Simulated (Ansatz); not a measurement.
# AlClGeH₄: small, medium and large basis sets

How large a basis does AlClGeH₄ need? Two functionals are run in growing sets.

Method: one geometry, several basis sets; program: Ansatz 0.2.0, Gaussian basis.

The runs, in order: PBE0-D4/def2-SVP; ωB97M-V/def2-SVP; PBE0-D4/def2-QZVPP; ωB97M-V/def2-QZVPP; the functionals' def2-TZVPP values are taken from earlier runs.

**1. The geometry**

All runs share one geometry, relaxed beforehand with PBE0-D4 in a triple-zeta def2 set.

SMILES `[Cl][AlH][GeH3]`, 7 atoms, charge 0, spin multiplicity 1.

Atoms are counted from 1 here; the program's logs count them from 0.

Bond lengths: Cl1–Al2 2.102 Å, Al2–Ge3 2.467 Å, Al2–H4 1.580 Å, Ge3–H5 1.540 Å, Ge3–H6 1.540 Å, Ge3–H7 1.540 Å. Angles: Cl1–Al2–Ge3 116.8°, Cl1–Al2–H4 116.5°, Ge3–Al2–H4 126.7°, Al2–Ge3–H5 111.0°, Al2–Ge3–H6 111.0°, Al2–Ge3–H7 112.3°, H5–Ge3–H6 107.2°, H5–Ge3–H7 107.6°, H6–Ge3–H7 107.6°.

**2. PBE0-D4 in def2-SVP**

Contents of in.yaml:

```yaml
crystal:
  periodic: [false, false, false]
  atoms:
    - {symbol: Cl, position_ang: [-2.499314, -1.527226, -0.126908]}
    - {symbol: Al, position_ang: [-0.425409, -1.314705, 0.144480]}
    - {symbol: Ge, position_ang: [0.501079, 0.959792, -0.093313]}
    - {symbol: H, position_ang: [0.379545, -2.632013, 0.480033]}
    - {symbol: H, position_ang: [0.225684, 1.522474, -1.499939]}
    - {symbol: H, position_ang: [-0.143983, 1.926428, 0.916843]}
    - {symbol: H, position_ang: [2.023700, 0.997251, 0.133104]}
basis:
  gaussian: {orbitals: def2-SVP}
hamiltonian: {xc: pbe0, dispersion: d4}
output: {orbitals: {seedname: orbitals}}
```

Further steps of the session: ωB97M-V in def2-SVP; PBE0-D4 in def2-QZVPP; ωB97M-V in def2-QZVPP.

Before running them: what should the planned runs give, taken together? Wanted: PBE0-D4: double and triple zeta above quadruple; ωB97M-V: double and triple zeta above quadruple.

**Answer**, as computed:

| quantity | value |
| --- | --- |
| PBE0-D4: double and triple zeta above quadruple | 15.59, 1.80 eV |
| ωB97M-V: double and triple zeta above quadruple | 15.49, 1.75 eV |

What this shows: PBE0-D4 gains 13.79 eV from double to triple zeta, then 1.80 eV more. These are total energies; as a rule much of such shifts cancels in differences, which this series doesn't test.
